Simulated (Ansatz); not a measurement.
# C₆H₂F₄: energies up the ladder, part 2 of 2

The task, for C₆H₂F₄: energies up the ladder.

Ansatz 0.2.0, Gaussian bases.

### Step 8. Single point, B3LYP-D4/def2-TZVPP

The input, input.yaml:

```yaml
crystal:
  periodic: [false, false, false]
  atoms:
    - { symbol: F, position_ang: [2.75995795, -0.04218409, -0.0745738] }
    - { symbol: C, position_ang: [1.45750201, -0.31136912, -0.05117926] }
    - { symbol: C, position_ang: [1.00578601, -1.61301103, -0.09237474] }
    - { symbol: C, position_ang: [-0.35740758, -1.86808432, -0.0668023] }
    - { symbol: C, position_ang: [-1.2472482, -0.81746766, -0.00043698] }
    - { symbol: F, position_ang: [-2.55887458, -1.03741643, 0.02520657] }
    - { symbol: C, position_ang: [-0.79636252, 0.49341079, 0.04115561] }
    - { symbol: F, position_ang: [-1.65261361, 1.50026224, 0.10484358] }
    - { symbol: C, position_ang: [0.56511117, 0.74816262, 0.01561306] }
    - { symbol: F, position_ang: [1.00125405, 1.99683994, 0.0550597] }
    - { symbol: H, position_ang: [1.72707175, -2.41801286, -0.14426032] }
    - { symbol: H, position_ang: [-0.74033643, -2.87970009, -0.09798111] }
basis:
  gaussian: { orbitals: def2-TZVPP }
hamiltonian:
  xc: { name: B3LYP }
  dispersion: d4
```

The run is started by

```console
ansatz run input.yaml --threads 4 --pin off --max-ram 10240MiB --backend cpu --events-out ev --progress --plain --runs-dir out
```

The log of the run:

```text
Warning: RAYON_NUM_THREADS=4 ignored (pool sized by the plan → 4); use --threads N
Engine: ansatz 0.2.0, aarch64-unknown-linux-gnu
Functional definition: B3LYP
  parameter a0 = 0.2
  parameter ax = 0.72
  parameter ac = 0.81
  exchange = (1 - a0 - ax)*slater_x + ax*b88_x + a0*exact_x
  correlation = (1 - ac)*vwn_rpa_c + ac*lyp_c
1822 factors; their error is unknown
mean field evaluation 1: about -17120.0250 eV, gradient 6.2e1 eV
mean field evaluation 2: about -17115.5988 eV, gradient 7.0e1 eV
mean field evaluation 4: about -17127.8931 eV, gradient 4.2e0 eV
mean field evaluation 8: about -17127.9510 eV, gradient 7.1e-1 eV
mean field evaluation 16: about -17127.9517 eV, gradient 2.0e-5 eV
mean field -17127.95169284 eV, -629.4406149693 hartree, gradient 2.0e-5 eV, S^2 0.000000; 0 other end points of the search recorded, 0 dependent functions left out
reference -17127.95194110 eV, -629.4406240925 hartree; 37, 37 occupied and 301, 301 virtual orbitals, 1822 factors
Total energy: -17128.49802427 eV, -629.4606922791 hartree
```

It took 10 s on 4 threads of Arm Neoverse N1, shared host; peak memory 0.92 GiB.

### Step 9. Single point, wB97M-V/def2-TZVPP

Edit input.yaml of step 8 so:

```diff
@@ -18,3 +18,2 @@
 hamiltonian:
-  xc: { name: B3LYP }
-  dispersion: d4
+  xc: { name: wB97M-V }
```

The run is started by

```console
ansatz run input.yaml --threads 4 --pin off --max-ram 10240MiB --backend cpu --events-out ev --progress --plain --runs-dir out
```

The log of the run, cut to the lines that bear on the results:

```text
Warning: RAYON_NUM_THREADS=4 ignored (pool sized by the plan → 4); use --threads N
[...]
Functional definition: wB97M-V
[...]
  gx(w, u) = 1 - cx + cx01*u + cx10*w
  gss(w, u) = css00 + css04*u^4 + css10*w + css20*w^2 + css43*w^4*u^3
  gos(w, u) = cos00 + cos10*w + (cos20 + cos21*u)*w^2 + (cos60 + cos61*u)*w^6
[...]
      + integral(e_c_pw_mod_opposite_spin*gos(b97_w_opposite, b97_u_opposite)) + vv10(b, c)
1822 factors; their error is unknown
382 factors; integrals over basis functions are off by at most 8.2e-6 eV
[...]
mean field -17123.50031951 eV, -629.2770300167 hartree, gradient 4.8e-5 eV, S^2 0.000000; 0 other end points of the search recorded, 0 dependent functions left out
reference -17123.50036026 eV, -629.2770315140 hartree; 37, 37 occupied and 301, 301 virtual orbitals, 1822 factors
Total energy: -17123.50036026 eV, -629.2770315140 hartree
```

It took 29 s on 4 threads of Arm Neoverse N1, shared host; peak memory 1.2 GiB.

### Step 10. Single point, B2PLYP/def2-TZVPP

Edit input.yaml of step 9 so:

```diff
@@ -18,2 +18,2 @@
 hamiltonian:
-  xc: { name: wB97M-V }
+  xc: { name: B2PLYP }
```

The run is started by

```console
ansatz run input.yaml --threads 4 --pin off --max-ram 10240MiB --backend cpu --events-out ev --progress --plain --runs-dir out
```

The log of the run, cut to the lines that bear on the results:

```text
Warning: RAYON_NUM_THREADS=4 ignored (pool sized by the plan → 4); use --threads N
[...]
Functional definition: B2PLYP
[...]
2197 factors; integrals over basis functions are off by at most 1.1e-3 eV
[...]
mean field -17100.17631065 eV, -628.4198885006 hartree, gradient 3.4e-6 eV, S^2 0.000000; 0 other end points of the search recorded, 0 dependent functions left out
10 core orbitals not correlated: weight in the atoms' cores, before any rotation towards them, 1.000 or more for the frozen orbitals, at most 0.000 for the correlated occupied ones
reference -17100.17646968 eV, -628.4198943447 hartree; 27, 27 occupied and 301, 301 virtual orbitals, 2197 factors
second order -61.92731159 eV of doubles, -0.00000000 eV of singles
Total energy: -17116.89684381 eV, -629.0343567605 hartree
```

Wall time 29 s (4 threads of Arm Neoverse N1, shared host); peak memory 1.4 GiB.

### Step 11. Single point, PBE0-D4/def2-TZVPP

Edit input.yaml of step 10 so:

```diff
@@ -18,2 +18,3 @@
 hamiltonian:
-  xc: { name: B2PLYP }
+  xc: pbe0
+  dispersion: d4
```

The run is started by

```console
ansatz run input.yaml --threads 4 --pin off --max-ram 10240MiB --backend cpu --events-out ev --progress --plain --runs-dir out
```

The log of the run:

```text
Warning: RAYON_NUM_THREADS=4 ignored (pool sized by the plan → 4); use --threads N
Engine: ansatz 0.2.0, aarch64-unknown-linux-gnu
Functional definition: PBE0
  parameter a = 0.25
  parameter kappa = 0.804
  parameter beta = 0.06672455060314922
  exchange = (1 - a)*pbe_x(kappa = kappa, mu = beta*pi^2/3) + a*exact_x
  correlation = pbe_c(beta = beta)
1822 factors; their error is unknown
mean field evaluation 1: about -17103.9444 eV, gradient 5.5e1 eV
mean field evaluation 2: about -17101.4227 eV, gradient 6.0e1 eV
mean field evaluation 4: about -17110.3298 eV, gradient 3.3e0 eV
mean field evaluation 8: about -17110.3946 eV, gradient 6.9e-1 eV
mean field evaluation 16: about -17110.3952 eV, gradient 1.4e-5 eV
mean field -17110.39519823 eV, -628.7954256927 hartree, gradient 1.4e-5 eV, S^2 0.000000; 0 other end points of the search recorded, 0 dependent functions left out
reference -17110.39522422 eV, -628.7954266476 hartree; 37, 37 occupied and 301, 301 virtual orbitals, 1822 factors
Total energy: -17110.68247569 eV, -628.8059829444 hartree
```

Wall time 9.9 s (4 threads of Arm Neoverse N1, shared host); peak memory 0.92 GiB.

### Step 12. Single point, LDA/def2-TZVPP

Edit input.yaml of step 11 so:

```diff
@@ -18,3 +18,2 @@
 hamiltonian:
-  xc: pbe0
-  dispersion: d4
+  xc: lda
```

The run is started by

```console
ansatz run input.yaml --threads 4 --pin off --max-ram 10240MiB --backend cpu --events-out ev --progress --plain --runs-dir out
```

The log of the run:

```text
Warning: RAYON_NUM_THREADS=4 ignored (pool sized by the plan → 4); use --threads N
Engine: ansatz 0.2.0, aarch64-unknown-linux-gnu
Functional definition: SPW92
  exchange = slater_x
  correlation = pw_c
1822 factors; their error is unknown
mean field evaluation 1: about -16990.2178 eV, gradient 7.6e1 eV
mean field evaluation 2: about -16965.9553 eV, gradient 1.2e2 eV
mean field evaluation 4: about -17002.8603 eV, gradient 1.1e1 eV
mean field evaluation 8: about -17003.1315 eV, gradient 2.7e-1 eV
mean field evaluation 16: about -17003.0820 eV, gradient 2.9e-3 eV
mean field -17003.08203783 eV, -624.8517397874 hartree, gradient 2.7e-5 eV, S^2 0.000000; 0 other end points of the search recorded, 0 dependent functions left out
reference -17003.08207034 eV, -624.8517409821 hartree; 37, 37 occupied and 301, 301 virtual orbitals, 1822 factors
Total energy: -17003.08207034 eV, -624.8517409821 hartree
```

Run time: 4.3 s. Hardware: 4 threads of Arm Neoverse N1, shared host; peak memory 0.56 GiB.

### Step 13. Single point, PBE0-D4/def2-SVP

Edit input.yaml of step 12 so:

```diff
@@ -16,4 +16,5 @@
 basis:
-  gaussian: { orbitals: def2-TZVPP }
+  gaussian: { orbitals: def2-SVP }
 hamiltonian:
-  xc: lda
+  xc: pbe0
+  dispersion: d4
```

The run is started by

```console
ansatz run input.yaml --threads 4 --pin off --max-ram 10240MiB --backend cpu --events-out ev --progress --plain --runs-dir out
```

The log of the run:

```text
Warning: RAYON_NUM_THREADS=4 ignored (pool sized by the plan → 4); use --threads N
Engine: ansatz 0.2.0, aarch64-unknown-linux-gnu
Functional definition: PBE0
  parameter a = 0.25
  parameter kappa = 0.804
  parameter beta = 0.06672455060314922
  exchange = (1 - a)*pbe_x(kappa = kappa, mu = beta*pi^2/3) + a*exact_x
  correlation = pbe_c(beta = beta)
1656 factors; their error is unknown
mean field evaluation 1: about -17086.0735 eV, gradient 4.4e1 eV
mean field evaluation 2: about -17084.2111 eV, gradient 4.9e1 eV
mean field evaluation 4: about -17090.4182 eV, gradient 2.1e0 eV
mean field evaluation 8: about -17090.4222 eV, gradient 4.2e-2 eV
mean field evaluation 16: about -17090.4084 eV, gradient 4.4e-5 eV
mean field -17090.40840188 eV, -628.0609244742 hartree, gradient 4.4e-5 eV, S^2 0.000000; 0 other end points of the search recorded, 0 dependent functions left out
reference -17090.40841983 eV, -628.0609251337 hartree; 37, 37 occupied and 113, 113 virtual orbitals, 1656 factors
Total energy: -17090.69567130 eV, -628.0714814305 hartree
```

Run time: 3.5 s. Hardware: 4 threads of Arm Neoverse N1, shared host; peak memory 0.36 GiB.

### Step 14. Single point, PBE-D4/def2-SVP

Edit input.yaml of step 13 so:

```diff
@@ -18,3 +18,3 @@
 hamiltonian:
-  xc: pbe0
+  xc: pbe
   dispersion: d4
```

The run is started by

```console
ansatz run input.yaml --threads 4 --pin off --max-ram 10240MiB --backend cpu --events-out ev --progress --plain --runs-dir out
```

The log of the run:

```text
Warning: RAYON_NUM_THREADS=4 ignored (pool sized by the plan → 4); use --threads N
Engine: ansatz 0.2.0, aarch64-unknown-linux-gnu
Functional definition: PBE
  parameter kappa = 0.804
  parameter beta = 0.06672455060314922
  exchange = pbe_x(kappa = kappa, mu = beta*pi^2/3)
  correlation = pbe_c(beta = beta)
1656 factors; their error is unknown
mean field evaluation 1: about -17082.1579 eV, gradient 5.7e1 eV
mean field evaluation 2: about -17069.4322 eV, gradient 8.6e1 eV
mean field evaluation 4: about -17090.2668 eV, gradient 5.3e0 eV
mean field evaluation 8: about -17090.3356 eV, gradient 2.4e-1 eV
mean field evaluation 16: about -17090.2094 eV, gradient 2.2e-4 eV
mean field -17090.20938821 eV, -628.0536108568 hartree, gradient 2.1e-5 eV, S^2 0.000000; 0 other end points of the search recorded, 0 dependent functions left out
reference -17090.20941151 eV, -628.0536117128 hartree; 37, 37 occupied and 113, 113 virtual orbitals, 1656 factors
Total energy: -17090.55100239 eV, -628.0661649462 hartree
```

Wall time 2.8 s (4 threads of Arm Neoverse N1, shared host); peak memory 0.2 GiB.

### Step 15. The levels compared

| level | F1–C2 (Å) | C2–C3 (Å) | C2–C9 (Å) | rotational constants (MHz) | dipole (D) | highest frequency (cm⁻¹) | CPU time |
| --- | --- | --- | --- | --- | --- | --- | --- |
| PBE0-D4/def2-TZVP | 1.3302 | 1.3784 | 1.3869 | 2110.3, 1205.6, 767.27 | 2.30 | - | 7.4 min |
| PBE0-D4/def2-SVP | 1.3252 | 1.3866 | 1.3958 | 2099.8, 1199, 763.18 | 2.22 | 3253 | 2.1 min |

Constants are for the commonest isotopes at the equilibrium geometry; times are CPU times of the relaxations.

### Step 16. Total energies

| level | energy (eV) | CPU time |
| --- | --- | --- |
| PBE-D4/def2-TZVPP | -17110.5690 | 27 s |
| r2SCAN-D4/def2-TZVPP | -17120.2605 | 54 s |
| B3LYP-D4/def2-TZVPP | -17128.4980 | 39 s |
| wB97M-V/def2-TZVPP | -17123.5004 | 1.9 min |
| B2PLYP/def2-TZVPP | -17116.8968 | 1.9 min |
| PBE0-D4/def2-TZVPP | -17110.6825 | 38 s |
| LDA/def2-TZVPP | -17003.0821 | 15 s |
| PBE0-D4/def2-SVP | -17090.6957 | 13 s |
| PBE-D4/def2-SVP | -17090.5510 | 10 s |

### Step 17. Summary of results

What follows sums up all 2 parts.

```
                       quantity             value
      F1–C2 at PBE0-D4/def2-SVP           1.325 Å
      C2–C3 at PBE0-D4/def2-SVP           1.387 Å
      C2–C9 at PBE0-D4/def2-SVP           1.396 Å
frequencies at PBE0-D4/def2-SVP  155 to 3253 cm⁻¹
      energy at PBE-D4/def2-SVP     -17090.551 eV
```

**Reading.** The F1–C2 distance spreads over 0.005 Å, from PBE0-D4/def2-SVP (shortest) to PBE0-D4/def2-TZVP. No mode is imaginary, so the geometry is a minimum. These totals serve in differences with atoms or fragments at the same level; alone they don't rank the methods.
